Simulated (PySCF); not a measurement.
# SnH2Me(NMe2): geometry, NMR shifts and electronic excitations

What NMR shifts and electronic excitations should SnH2Me(NMe2) (`[H][Sn]([H])([CH3])[N](C)C`) show?

Programs: PySCF 2.14.0, with density-fitted response routines of our own. Each step states its level of theory. These are calculated values for one molecule in the gas phase, unless marked as measured. Atoms are numbered from 0 throughout.

### Step 1. The starting structure

16 atoms, charge 0, multiplicity 1; geometry from: GFN2-xTB. The atoms were then displaced at random by about 0.03 Å, so the start is not that level's minimum.

Bonds of the start (Å): Sn0–H1 1.66, Sn0–H2 1.58, Sn0–C3 2.24, Sn0–N7 1.97, C3–H4 1.18, C3–H5 1.09, C3–H6 1.05, N7–C8 1.37, N7–C9 1.51, C8–H10 1.12, C8–H11 1.12, C8–H12 1.21, C9–H13 1.09, C9–H14 1.11, C9–H15 1.04.

### Step 2. Geometry optimisation at PBE0-D3(BJ)/def2-SVP

The job: settings as JSON, then the geometry in Å.

```
{"job": {"xc": "PBE0", "basis": "def2-SVP", "d3": "d3bj", "grid": 1, "maxiter": 40, "shake": 0.03, "kind": "geom"}, "charge": 0, "multiplicity": 1}
Sn     1.009320     0.748260     0.675230
H      0.955880     0.771990     2.332930
H      2.472470     0.774380     0.089430
C     -0.062200     2.546510    -0.127810
H     -1.195720     2.485160     0.204460
H     -0.170910     2.531120    -1.209280
H      0.324040     3.456710     0.217800
N      0.294650    -1.019150     0.162150
C      0.352740    -1.441980    -1.137990
C     -1.019050    -1.456130     0.773040
H      0.282230    -2.557180    -1.208730
H      1.335160    -1.142560    -1.583740
H     -0.528930    -1.030280    -1.860100
H     -1.125260    -1.116570     1.801000
H     -1.889650    -1.087180     0.194880
H     -1.069120    -2.497030     0.743150
```

The run is started by

```sh
OMP_NUM_THREADS=1 python probes_run.py task.json out
```

One launch serves the whole session: the jobs run in the order shown.

**Question.** This job is followed by: GIAO PBE0/pcSseg-1 Sn:def2-TZVP NMR shielding, non-relativistic, gas phase; TDDFT wB97X-D/def2-SVPD, vertical, gas phase, core orbitals frozen in the response; GIAO KT2/pcSseg-1 Sn:def2-TZVP NMR shielding, non-relativistic, gas phase. What will the session give for the following? rotational constants (main isotopes); 13C shifts against TMS (PBE0/def2-TZVP+pcSseg-1, means over atoms taken as alike); 1H shifts against TMS (PBE0/def2-TZVP+pcSseg-1, means over atoms taken as alike); 15N shifts against NH3 (PBE0/def2-TZVP+pcSseg-1); surface potential, 1st and 99th percentile; lowest singlet (wB97X-D/def2-SVPD); brightest single state of those computed; lowest triplet; vertical ionisation energy (ΔSCF); range of the shift of N7.

**Answer**, as computed:

```
                                                                         quantity                         value
                                             rotational constants (main isotopes)          4.25, 1.63, 1.59 GHz
13C shifts against TMS (PBE0/def2-TZVP+pcSseg-1, means over atoms taken as alike)                44.5, -9.1 ppm
 1H shifts against TMS (PBE0/def2-TZVP+pcSseg-1, means over atoms taken as alike)          5.06, 2.64, 0.19 ppm
                                 15N shifts against NH3 (PBE0/def2-TZVP+pcSseg-1)                      24.8 ppm
                                            surface potential, 1st and 99th percentile            -1.18 V and 1.19 V
                                               lowest singlet (wB97X-D/def2-SVPD)   5.22 eV (238 nm), f = 0.016
                                         brightest single state of those computed  state 10, 7.90 eV, f = 0.077
                                                                   lowest triplet                       4.82 eV
                                                vertical ionisation energy (ΔSCF)                       7.68 eV
                                                         range of the shift of N7              24.8 to 41.3 ppm
```

In words: The start was shaken at random, so part of the energy gained undoes that. Relaxing lowered the energy by 0.881 eV in 5 steps; the close pair that moved most is Sn0–H2, from 1.576 to 1.717 Å. The first singlet state (HOMO→LUMO+1 0.67, HOMO→LUMO 0.13) lies at 5.22 eV and is weak; of the 10 states computed, the strongest absorption comes from state 10 at 7.90 eV (the last computed, so partners may be missing). The lowest triplet lies 0.40 eV below the lowest singlet (triplets in Tamm-Dancoff, singlets in full TDDFT). Spin-orbit coupling, left out, mixes singlets and triplets in elements this heavy. At wB97X-D/def2-SVPD, the highest states lie near or above the ionisation energy, where they hang on the basis. The orbital energy would give 7.66 eV for ionisation, ΔSCF gives 7.68 eV. Across the 2 runs the shift of N7 moves most, between 24.8 (PBE0/def2-TZVP+pcSseg-1) and 41.3 ppm (KT2/def2-TZVP+pcSseg-1). Spin-orbit coupling is left out, which matters for shieldings and couplings at and beside the heavy atoms.
